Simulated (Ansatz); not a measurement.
# C2H10GeSi: up Jacob's ladder to CCSD(T)

One table from this session's results is given with a row withheld; the runs are named, their logs left out.

The runs use Ansatz 0.2.0, Gaussian basis; functionals in def2-TZVPP, the program's frozen cores in correlated methods.

Plan: PBE-D4, r2SCAN-D4, PBE0-D4, B3LYP-D4, ωB97X-V, ωB97M-V, B2PLYP; CCSD(T)/def2-TZVPP; MP2/def2-QZVPP; extrapolation to the limit.

### Structure used throughout

The geometry comes from an earlier relaxation with PBE0-D4 in a triple-zeta def2 set; it is a stationary point, not always the lowest conformer.

14 atoms, charge 0, spin multiplicity 1.

Atoms are counted from 1 here; the program's logs count them from 0.

Bond lengths: Si1–C2 1.879 Å, Si1–H5 1.489 Å, Si1–H6 1.489 Å, Si1–H7 1.489 Å, C2–C3 1.529 Å, C2–H8 1.096 Å, C2–H9 1.096 Å, C3–Ge4 1.963 Å, C3–H10 1.094 Å, C3–H11 1.094 Å, Ge4–H12 1.540 Å, Ge4–H13 1.540 Å, Ge4–H14 1.540 Å. Angles: C2–Si1–H5 110.0°, C2–Si1–H6 111.4°, C2–Si1–H7 109.9°, H5–Si1–H6 108.7°, H5–Si1–H7 108.2°, H6–Si1–H7 108.7°, Si1–C2–C3 112.6°, Si1–C2–H8 108.3°, Si1–C2–H9 108.3°, C3–C2–H8 110.7°, C3–C2–H9 110.7°, H8–C2–H9 105.9°, C2–C3–Ge4 112.9°, C2–C3–H10 110.8°, C2–C3–H11 110.8°, Ge4–C3–H10 107.8°, Ge4–C3–H11 107.8°, H10–C3–H11 106.4° and more.

Set-up of the first run:

Input file in.yaml:

```yaml
crystal:
  periodic: [false, false, false]
  atoms:
    - {symbol: Si, position_ang: [-0.423581, 2.265662, -0.151917]}
    - {symbol: C, position_ang: [-0.089758, 0.551284, 0.541438]}
    - {symbol: C, position_ang: [0.074240, -0.504550, -0.552719]}
    - {symbol: Ge, position_ang: [0.429224, -2.297417, 0.162195]}
    - {symbol: H, position_ang: [-1.668131, 2.249724, -0.968984]}
    - {symbol: H, position_ang: [-0.580670, 3.270000, 0.935689]}
    - {symbol: H, position_ang: [0.703064, 2.686401, -1.029657]}
    - {symbol: H, position_ang: [-0.911995, 0.286358, 1.215561]}
    - {symbol: H, position_ang: [0.807538, 0.602691, 1.168306]}
    - {symbol: H, position_ang: [0.897093, -0.243941, -1.225079]}
    - {symbol: H, position_ang: [-0.824303, -0.563907, -1.174094]}
    - {symbol: H, position_ang: [-0.733074, -2.727494, 1.077162]}
    - {symbol: H, position_ang: [1.722714, -2.272225, 0.998470]}
    - {symbol: H, position_ang: [0.584840, -3.331886, -0.967671]}
basis:
  gaussian: {orbitals: def2-TZVPP}
hamiltonian: {xc: pbe, dispersion: d4}
output: {forces: true, orbitals: {seedname: orbitals}}
```

Command:

```console
$ ansatz run in.yaml --threads 2 --pin off --events-out ev --progress --plain --max-ram 22528MiB --backend cuda --devices 0, --max-vram 18GiB
```

Steps of the session up to this table: PBE-D4 (GGA); r2SCAN-D4 (meta-GGA); PBE0-D4 (hybrid); B3LYP-D4 (hybrid); ωB97X-V (range-separated); ωB97M-V (range-separated); B2PLYP (double hybrid); CCSD(T) in def2-TZVPP; MP2 in def2-QZVPP.

One of the session's tables, all rows but one given; the rest of the session is left out.

It belongs to the step «Atomisation energies». 

```
            method  atomisation energy (kcal/mol)
            PBE-D4                         1097.1
         r2SCAN-D4                         1098.9
           PBE0-D4                         1093.2
          B3LYP-D4                         1097.2
           ωB97X-V                         1104.5
           ωB97M-V                         1098.0
            B2PLYP                         1085.2
     HF/def2-TZVPP                          835.3
    MP2/def2-TZVPP                         1075.5
   CCSD/def2-TZVPP                         1070.0
CCSD(T)/def2-TZVPP                         1080.3
           MP2/CBS                         1096.9
       CCSD(T)/CBS                              ?
```

**Question.** Estimate the row for CCSD(T)/CBS.

The run gave: atomisation energy (kcal/mol): 1101.7. In the column «atomisation energy (kcal/mol)» it lies between r2SCAN-D4 (1098.9) and ωB97X-V (1104.5).
